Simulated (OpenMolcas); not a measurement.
# Ta⁴⁺ among point charges: CASSCF and CASPT2 levels and susceptibility

Aim: the splitting of the states of Ta⁴⁺ in the field of 6 point charges, its lowest levels with spin-orbit coupling and its magnetic susceptibility.

The numbers are computed with OpenMolcas 26.06 (state-averaged CASSCF and CASPT2, spin-orbit coupling by RASSI with atomic mean-field integrals), except any that are marked as measured or tabulated.

## Step 1: The atom as given

| Quantity | Value |
| --- | --- |
| Species | Ta⁴⁺ (tantalum, Z = 73, 69 electrons) |
| Basis | ANO-RCC-VDZP [7s6p4d2f1g], 68 functions |
| Scalar Hamiltonian | DKH2, point nucleus |
| Inactive shells | 1s 2s 2p 3s 3p 3d 4s 4p 4d 4f 5s 5p |
| Active space | 1 electron in 5 orbitals (5d) |
| Some configurations of this space | 5d |
| Orbitals | optimised for each spin and parity, averaged over all roots |

Outer shells as boxes (Hund's rule):

5d
```
5d [↑ ][  ][  ][  ][  ]
```

The ion sits among 6 point charges of -1.7 e arranged as a tetragonal octahedron (D4h), 1.83 Å from the ion, with the axial distance 2.123 Å.

The work runs as a chain of OpenMolcas steps in one folder; each step below is one input file. Labels, J, g values, rates, χT and fits are worked out afterwards by a script from the matrices that RASSI stores. The input lists half of the charges; inversion (Group=XYZ) makes the rest.

## Step 2: GATEWAY and SEWARD: basis and integrals

a.inp reads:

```
&GATEWAY
Coord
1

Ta 0.0 0.0 0.0
Basis=ANO-RCC-VDZP
Group=XYZ
NoMove
AngMom=0.0 0.0 0.0
AMFI
XField
3 Angstrom 0
1.830000 0.000000 0.000000 -1.700000
0.000000 1.830000 0.000000 -1.700000
0.000000 0.000000 2.122800 -1.700000
&SEWARD
```

Run with:

```
OMP_NUM_THREADS=1 MOLCAS_MEM=1689 MOLCAS_PROJECT=a pymolcas a.inp > a.log
```

The log of the run:

```text
Basis set label: TA.ANO-RCC...7S6P4D2F1G.

      Electronic valence basis set:
      ------------------
      Associated Effective Charge  73.000000 au
      Associated Actual Charge     73.000000 au
      Nuclear Model: Point charge

      Shell  nPrim  nBasis  Cartesian Spherical Contaminant
         s      24       7        X
         p      21       6        X
         d      15       4                 X
         f      11       2                 X
         g       4       1                 X
                  Relativistic Douglas-Kroll-Hess integrals:
                    - DKH order of Hamiltonian: 2
                    - DKH order of Properties : 0
                  Atomic mean-field integrals
```

## Step 3: Reference wave functions, doublets of even parity, 5 roots

a.inp reads:

```
&RASSCF
FileOrb=start.orb
Symmetry=1
Spin=2
nActEl=1 0 0
Inactive=15 19
Ras2=5 0
CIRoot=5 5 1
SDav=5
CIMx=300
Iter=120 100
PrWF=0.3
OrbListing=Nothing
MaxOrb=0
>>> COPY $Project.JobIph JOB001
```

start.orb holds the contracted functions of the basis, ordered by shell, or the orbitals of the step before.

The log of the run:

```text
Wave function specifications:
      -----------------------------

      Number of closed shell electrons          68
      Number of electrons in active shells       1
      Max number of holes in RAS1 space          0
      Max nr of electrons in RAS3 space          0
      Number of inactive orbitals               34
      Number of active orbitals                  5
      Number of secondary orbitals              29
      Spin quantum number                      0.5
      State symmetry                             1
Orbital specifications:
      -----------------------

      Symmetry species                           1   2
                                                ag  au
      Frozen orbitals                            0   0
      Inactive orbitals                         15  19
      Active orbitals                            5   0
      RAS1 orbitals                              0   0
      RAS2 orbitals                              5   0
      RAS3 orbitals                              0   0
      Secondary orbitals                        16  13
      Deleted orbitals                           0   0
      Number of basis functions                 36  32
      Number of CSFs                             5
      Number of root(s) required                 5
      Iter CI   SX   CI       RASSCF       Energy    max ROT     max BLB   max BLB  Level Ln srch  Step   QN
          iter iter root      energy       change     param      element    value   shift minimum  type update
 Nr of preliminary CI iterations:   1
      Total energies have been shifted. Add               -15000.00 au
        1   1    7    0  -598.20918277    0.00E+00   1.80E-01*  17  20 2  2.05E-01*  0.46   0.00    SX    NO
        2   1    7    0  -598.26652912   -5.73E-02*  4.93E-02   11  27 2 -1.58E-01*  0.49   0.00    SX    NO
        3   1    7    0  -598.27439473   -7.87E-03* -3.73E-02   10  26 2  1.16E-01*  0.48   0.00    SX    NO
        4   1    7    0  -598.27741508   -3.02E-03* -3.36E-02   11  27 2 -9.67E-02*  0.49   0.00    SX    NO
        5   1    7    0  -598.27914167   -1.73E-03* -1.43E-02   13  29 2  7.94E-02*  0.48   0.56    LS   YES
        6   1    6    0  -598.28211066   -2.97E-03*  2.67E-02   13  29 2  4.27E-03*  0.48   1.04    QN   YES
        7   1    6    0  -598.28228176   -1.71E-04*  3.70E-02   18  21 1 -2.32E-03*  0.48   2.50    LS   YES
        8   1    6    0  -598.28241707   -1.35E-04*  4.37E-02   16  32 2 -3.28E-03*  0.48   1.64    QN   YES
        9   1    6    0  -598.28250639   -8.93E-05*  2.22E-02    9  25 2 -1.35E-03*  0.48   1.53    LS   YES
       10   1    6    0  -598.28251867   -1.23E-05*  5.21E-03   19  25 2 -1.16E-03*  0.47   1.05    QN   YES
       11   1    6    0  -598.28253473   -1.61E-05*  4.18E-03   19  25 2 -5.56E-04*  0.47   1.81    LS   YES
       12   1    6    0  -598.28253879   -4.05E-06*  2.61E-03    9  25 2  4.51E-04*  0.47   1.01    QN   YES
       13   1    5    0  -598.28254004   -1.25E-06*  3.21E-03   18  22 1 -1.43E-04*  0.47   2.24    LS   YES
       14   1    5    0  -598.28254059   -5.51E-07* -7.03E-04    9  25 2 -3.32E-04*  0.47   1.01    QN   YES
       15   1    5    0  -598.28254072   -1.31E-07*  2.16E-04   19  22 2 -7.88E-05   0.47   1.29    QN   YES
       16   1    4    0  -598.28254073   -1.02E-08*  1.31E-05   18  21 2 -1.16E-05   0.47   1.08    QN   YES
       17   1    3    0  -598.28254073   -2.42E-10   3.73E-06   11  27 2  2.66E-06   0.47   1.19    QN   YES
      Convergence after 17 iterations
       18   1    3    0  -598.28254073    1.46E-11   3.73E-06   19  22 2  1.56E-07   0.47   1.19    QN   YES
      Natural orbitals and occupation numbers for root  1
      sym 1:   0.000000   1.000000  -0.000000   0.000000   0.000000
      Natural orbitals and occupation numbers for root  2
      sym 1:  -0.000000  -0.000000   0.000000   1.000000   0.000000
      Natural orbitals and occupation numbers for root  3
      sym 1:   1.000000   0.000000   0.000000   0.000000   0.000000
::    RASSCF root number  1 Total energy: -15598.32907260
::    RASSCF root number  2 Total energy: -15598.32907260
::    RASSCF root number  3 Total energy: -15598.30299934
::    RASSCF root number  4 Total energy: -15598.26351911
::    RASSCF root number  5 Total energy: -15598.18803999
```

## Step 4: RASSI: spin-orbit coupling between the states

a.inp reads:

```
&RASSI
NrOfJobIphs=1 5
1 2 3 4 5
IphNames
JOB001
EJob
SpinOrbit
DIPRint=1.0
SOCoupling=1000.0
Subsets=2
Property=9
'ANGMOM' 1 'ANGMOM' 2 'ANGMOM' 3 'MLTPL  1' 1 'MLTPL  1' 2 'MLTPL  1' 3
'AMFI' 1 'AMFI' 2 'AMFI' 3
SOProperty=3
'ANGMOM' 1 'ANGMOM' 2 'ANGMOM' 3
```

Run with:

```
OMP_NUM_THREADS=1 MOLCAS_MEM=1689 MOLCAS_PROJECT=a pymolcas a.inp > a.log
```

The log of the run:

```text
SPIN-FREE ENERGIES:
  (Shifted by EMIN (a.u.) =     -15598.3290725997)

 SF State       Relative EMIN(au)   Rel lowest level(eV)    D:o, cm**(-1)      L_eff

     1             0.0000000000        0.0000000000              0.0000         1.9
     2             0.0000000000        0.0000000000              0.0000         1.9
     3             0.0260732601        0.7094895526           5722.4192         2.0
     4             0.0655534943        1.7838014522          14387.3290         1.9
     5             0.1410326062        3.8376927211          30953.0793         2.0
     Dipole printing threshold changed to   1.00000000E+00
Eigenvalues of complex Hamiltonian:
   -----------------------------------
  (Shifted by EMIN (a.u.) =     -15598.3290725997)

 SO State       Relative EMIN(au)   Rel lowest level(eV)    D:o, cm**(-1)     J-value

     1            -0.0086193563        0.0000000000              0.0000         1.6
     2            -0.0086193563        0.0000000000              0.0000         1.6
     3             0.0015715762        0.2773094004           2236.6512         1.5
     4             0.0015715762        0.2773094004           2236.6512         1.5
     5             0.0280603778        0.9981064108           8050.2711         1.5
     6             0.0280603778        0.9981064108           8050.2711         1.5
     7             0.0685495971        2.0998741962          16936.6276         2.1
     8             0.0685495971        2.0998741962          16936.6276         2.1
     9             0.1430971658        4.1284168834          33297.9278         1.2
    10             0.1430971658        4.1284168834          33297.9278         1.2
Weights of the five most important spin-orbit-free states for each spin-orbit state.

 SO State  Total energy (au)           Spin-free states, spin, and weights
 -------------------------------------------------------------------------------------------------------
    1        -0.008619       2 0.5  0.4806    1 0.5  0.4806    4 0.5  0.0388    5 0.5  0.0000    3 0.5  0.0000
    2        -0.008619       2 0.5  0.4806    1 0.5  0.4806    4 0.5  0.0388    5 0.5  0.0000    3 0.5  0.0000
    3         0.001572       2 0.5  0.4318    1 0.5  0.4318    3 0.5  0.1270    5 0.5  0.0094    4 0.5  0.0000
    4         0.001572       2 0.5  0.4318    1 0.5  0.4318    3 0.5  0.1270    5 0.5  0.0094    4 0.5  0.0000
    5         0.028060       3 0.5  0.8610    1 0.5  0.0663    2 0.5  0.0663    5 0.5  0.0064    4 0.5  0.0000
    6         0.028060       3 0.5  0.8610    1 0.5  0.0663    2 0.5  0.0663    5 0.5  0.0064    4 0.5  0.0000
    7         0.068550       4 0.5  0.9612    1 0.5  0.0194    2 0.5  0.0194    5 0.5  0.0000    3 0.5  0.0000
    8         0.068550       4 0.5  0.9612    1 0.5  0.0194    2 0.5  0.0194    5 0.5  0.0000    3 0.5  0.0000
    9         0.143097       5 0.5  0.9842    3 0.5  0.0120    1 0.5  0.0019    2 0.5  0.0019    4 0.5  0.0000
   10         0.143097       5 0.5  0.9842    3 0.5  0.0120    1 0.5  0.0019    2 0.5  0.0019    4 0.5  0.0000
 -------------------------------------------------------------------------------------------------------
```

These steps took 2 s in all on 1 thread of Arm Neoverse V2, shared host.

Spin-free states, with their symmetry labels:

```
state  degeneracy  E (cm-1)  free-ion L (%)
   2E           2         0         D (100)
  2B2           1      5722         D (100)
  2A1           1     14387         D (100)
  2B1           1     30953         D (100)
```

With spin-orbit coupling:

| E (cm-1) | Degeneracy | Label | 2S+1 | g |
| --- | --- | --- | --- | --- |
| 0.0 | 2 | E1/2 | 2 | 0.08 0.82 0.82 |
| 2237 | 2 | E3/2 | 2 | 0.45 0.45 3.46 |
| 8050 | 2 | E3/2 | 2 | 0.62 2.59 2.59 |
| 16937 | 2 | E1/2 | 2 | 1.92 2.82 2.82 |
| 33298 | 2 | E3/2 | 2 | 2.14 2.14 2.84 |

Principal g values are given for doublets only; a zero marks a field direction without first-order Zeeman splitting.

Powder χT (cm³ K/mol): 0.04 at 2 K, 0.04 at 5 K, 0.04 at 10 K, 0.04 at 20 K, 0.05 at 50 K, 0.05 at 100 K, 0.05 at 150 K, 0.06 at 200 K, 0.06 at 250 K, 0.07 at 300 K.

Orbitals of the lowest block (energies include the constant potential of the surroundings):

```
shell     space  energy (hartree)  mean occupation  ⟨r²⟩ (bohr²)
   1s  inactive        -2484.6175            2.000      0.000446
   2s  inactive         -431.2418            2.000       0.00729
   2p  inactive         -379.1475            6.000       0.00601
   3s  inactive         -100.0821            2.000        0.0477
   3p  inactive          -84.1996            6.000        0.0483
   3d  inactive          -64.9371           10.000        0.0404
   4s  inactive          -20.5868            2.000         0.238
   4p  inactive          -15.2533            6.000         0.270
   4d  inactive           -8.1537           10.000         0.318
   4f  inactive           -0.2598           14.000         0.490
   5s  inactive           -1.9425            2.000          1.38
   5p  inactive           -0.4916            6.000          1.82
   5d      RAS2                              1.000          4.36
```

## Step 5: CASPT2: IPEA 0.25, imaginary shift 0.1 (closed shells correlated: 4f 5s 5p)

a.inp reads:

```
>>> COPY JOB001 $Project.JobIph
&CASPT2
Multistate=5 1 2 3 4 5
NoMult
Frozen=14 9
IPEA=0.25
Imaginary=0.1
MaxIter=60
WThr=0.0 0.3 0.05
PrWF=0.5
NoMix
```

The log of the run:

```text
Orbital specifications:
      -----------------------

      Symmetry species                           1   2
                                                ag  au
      Frozen orbitals                           14   9
      Inactive orbitals                          1  10
      Active orbitals                            5   0
      Secondary orbitals                        16  13
      Deleted orbitals                           0   0
      Number of basis functions                 36  32
Type of calculation                        SS-CASPT2
      Fock operator                              state-specific
      IPEA shift                                 0.25
      Real shift                                 0.00
      Imaginary shift                            0.10
      The input orbitals will be transformed to quasi-canonical
Reference energy:      -15598.3290725997
      E2 (Non-variational):      -0.8287388079
      Shift correction:          -0.0001259620
      E2 (Variational):          -0.8288647699
      Total energy:          -15599.1579373696
      Residual norm:              0.0000002392
      Reference weight:           0.91743
      Contributions to the CASPT2 correlation energy
      Active & Virtual Only:          0.0000000001
      One Inactive Excited:          -0.0392438223
      Two Inactive Excited:          -0.7894949857
Reference energy:      -15598.3290725997
      E2 (Non-variational):      -0.8287388081
      Shift correction:          -0.0001259620
      E2 (Variational):          -0.8288647701
      Total energy:          -15599.1579373698
      Residual norm:              0.0000002392
      Reference weight:           0.91743
      Contributions to the CASPT2 correlation energy
      Active & Virtual Only:          0.0000000001
      One Inactive Excited:          -0.0392438223
      Two Inactive Excited:          -0.7894949859
::    CASPT2 Root  1     Total energy: -15599.15793737
::    CASPT2 Root  2     Total energy: -15599.15793737
::    CASPT2 Root  3     Total energy: -15599.13228254
::    CASPT2 Root  4     Total energy: -15599.09464142
::    CASPT2 Root  5     Total energy: -15599.01934315
```

This run took 0.77 s in all on 1 thread of Arm Neoverse V2, shared host.

SS-CASPT2: lowest energy less the reference's lowest, -0.8289 hartree; reference weights 0.917.

Spin-free states, with their symmetry labels:

```
state  degeneracy  E (cm-1)  free-ion L (%)
   2E           2         0         D (100)
  2B2           1      5631         D (100)
  2A1           1     13892         D (100)
  2B1           1     30418         D (100)
```

With spin-orbit coupling:

| E (cm-1) | Degeneracy | Label | 2S+1 | g |
| --- | --- | --- | --- | --- |
| 0 | 2 | E1/2 | 2 | 0.08 0.84 0.84 |
| 2240 | 2 | E3/2 | 2 | 0.45 0.45 3.44 |
| 7990 | 2 | E3/2 | 2 | 0.59 2.59 2.59 |
| 16480 | 2 | E1/2 | 2 | 1.92 2.84 2.84 |
| 32790 | 2 | E3/2 | 2 | 2.14 2.14 2.85 |

Powder χT (cm³ K/mol): 0.04 at 2 K, 0.04 at 5 K, 0.04 at 10 K, 0.05 at 20 K, 0.05 at 50 K, 0.05 at 100 K, 0.06 at 150 K, 0.06 at 200 K, 0.06 at 250 K, 0.07 at 300 K.

## Step 6: The methods side by side

A. CASSCF
B. SS-CASPT2, IPEA 0.25, imaginary shift 0.1 (closed shells correlated: 4f 5s 5p)

```
method  ground state  first state of that spin (cm-1)  first gap with spin-orbit (cm-1)  χT at 300 K
     A            2E                         2B2 5722                            2236.7         0.07
     B            2E                         2B2 5631                            2239.5         0.07
```

## Step 7: Summary of results

```
                                            quantity                                                                           value
                                              method  SS-CASPT2, IPEA 0.25, imaginary shift 0.1 (closed shells correlated: 4f 5s 5p)
                              spin-free ground state                                                  2E, 2-fold in its orbital part
first state of the same spin within the active space                                                                2B2 at 5630 cm⁻¹
                                        lowest level                                               2-fold E1/2, g = 0.08, 0.84, 0.84
                                          next level                                                                     2239.5 cm⁻¹
                                         χT at 300 K                                                                  0.07 cm³ K/mol
                           effective moment at 300 K                                                                         0.74 μB
```

Cost by method:

```
                                                 method  time of its own steps  time with the reference
                                              A. CASSCF                    2 s                      2 s
B. SS-CASPT2, IPEA 0.25, imaginary shift 0.1, +4f 5s 5p                 0.77 s                    2.8 s
```

Times are of one thread on a shared host.

The spin-free ground state (2E) comes to 100 % from free-ion D terms and keeps the highest spin of the shell. χT at 300 K is 0.07, against 0.38 cm³ K/mol for the spin alone, so orbital moment lowers it. The field of point charges can differ much from that of real complexes. Point charges carry no covalency, so the field is a model and not that of real ligands.
